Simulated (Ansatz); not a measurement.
# H₄NNbO₃: one species, many methods

The task here is to estimate one member of a computed series from the others.

The runs use Ansatz 0.2.0, Gaussian basis; functionals in def2-TZVPP, the program's frozen cores in correlated methods.

Plan: LDA (SPW92), PBE-D4, revPBE-D4, BLYP-D4, r2SCAN-D4, B97M-V, PBE0-D4, B3LYP-D4, r2SCANh-D4, r2SCAN0-D4, HSE06-D4, BHLYP-D4, CAM-B3LYP-D4, LC-ωPBE, ωB97X-V, ωB97M-V, B2PLYP, PBE-QIDH; CCSD(T)/def2-SVP; CCSD(T)/def2-TZVPP; MP2/def2-QZVPP; extrapolation to the limit; RPA on PBE.

**The geometry**

The geometry comes from an earlier relaxation with PBE0-D4 in a triple-zeta def2 set; it is a stationary point, not always the lowest conformer. Nb takes the def2 core potential; no spin-orbit term is included.

SMILES `[NH2][Nb](=[O])([OH])[OH]`, 9 atoms, charge 0, spin multiplicity 1.

Atoms are counted from 1 here; the program's logs count them from 0.

Bond lengths: N1–Nb2 1.969 Å, N1–H6 1.010 Å, N1–H7 1.010 Å, Nb2–O3 1.695 Å, Nb2–O4 1.908 Å, Nb2–O5 1.907 Å, O4–H8 0.956 Å, O5–H9 0.956 Å. Angles: Nb2–N1–H6 123.7°, Nb2–N1–H7 126.3°, H6–N1–H7 110.0°, N1–Nb2–O3 106.1°, N1–Nb2–O4 110.9°, N1–Nb2–O5 110.9°, O3–Nb2–O4 108.8°, O3–Nb2–O5 108.9°, O4–Nb2–O5 111.1°, Nb2–O4–H8 134.9°, Nb2–O5–H9 135.8°.

The first run:

The input, in.yaml:

```yaml
crystal:
  periodic: [false, false, false]
  atoms:
    - {symbol: N, position_ang: [0.251217, 0.935884, -1.215562]}
    - {symbol: Nb, position_ang: [-0.511596, -0.135891, 0.249504]}
    - {symbol: O, position_ang: [-2.183028, 0.146483, 0.218155]}
    - {symbol: O, position_ang: [-0.197797, -1.997077, -0.032203]}
    - {symbol: O, position_ang: [0.179248, 0.428294, 1.935582]}
    - {symbol: H, position_ang: [-0.299028, 1.524072, -1.824291]}
    - {symbol: H, position_ang: [1.223603, 0.972920, -1.486475]}
    - {symbol: H, position_ang: [0.580384, -2.538984, -0.153491]}
    - {symbol: H, position_ang: [1.045596, 0.617997, 2.291784]}
basis:
  gaussian: {orbitals: def2-TZVPP}
hamiltonian: {xc: lda}
output: {orbitals: {seedname: orbitals}}
```

Launch:

```sh
ansatz run in.yaml --threads 2 --pin off --events-out ev --progress --plain --max-ram 32768MiB --backend cpu
```

Steps of the session up to this table: LDA; PBE-D4 (GGA); revPBE-D4 (GGA); BLYP-D4 (GGA); r2SCAN-D4 (meta-GGA); B97M-V (meta-GGA); B3LYP-D4 (hybrid); r2SCANh-D4 (hybrid); r2SCAN0-D4 (hybrid); HSE06-D4 (hybrid); BHLYP-D4 (hybrid); CAM-B3LYP-D4 (range-separated); LC-ωPBE (range-separated); ωB97X-V (range-separated); ωB97M-V (range-separated); B2PLYP (double hybrid); PBE-QIDH (double hybrid).

One table of the session follows, with a row left open; its other results are not shown here.

It belongs to the step «Frontier levels by functional». 

| functional | HOMO (eV) | gap (eV) |
| --- | --- | --- |
| LDA (SPW92) | -6.84 | 5.02 |
| PBE-D4 | ? | ? |
| revPBE-D4 | -6.53 | 5.02 |
| BLYP-D4 | -6.50 | 4.99 |
| r2SCAN-D4 | -6.94 | 5.49 |
| B97M-V | -6.97 | 5.57 |
| PBE0-D4 | -8.06 | 7.31 |
| B3LYP-D4 | -7.82 | 6.80 |
| r2SCANh-D4 | -7.48 | 6.35 |
| r2SCAN0-D4 | -8.29 | 7.65 |
| HSE06-D4 | -7.65 | 6.53 |
| BHLYP-D4 | -9.42 | 9.31 |
| CAM-B3LYP-D4 | -9.50 | 9.54 |
| LC-ωPBE | -10.89 | 12.00 |
| ωB97X-V | -10.49 | 11.48 |
| ωB97M-V | -10.40 | 10.85 |

Q: Estimate the row for PBE-D4 from the others.

**Answer.** HOMO (eV): -6.61; gap (eV): 5.02. In the column «HOMO (eV)» it lies between LDA (SPW92) (-6.84) and revPBE-D4 (-6.53).
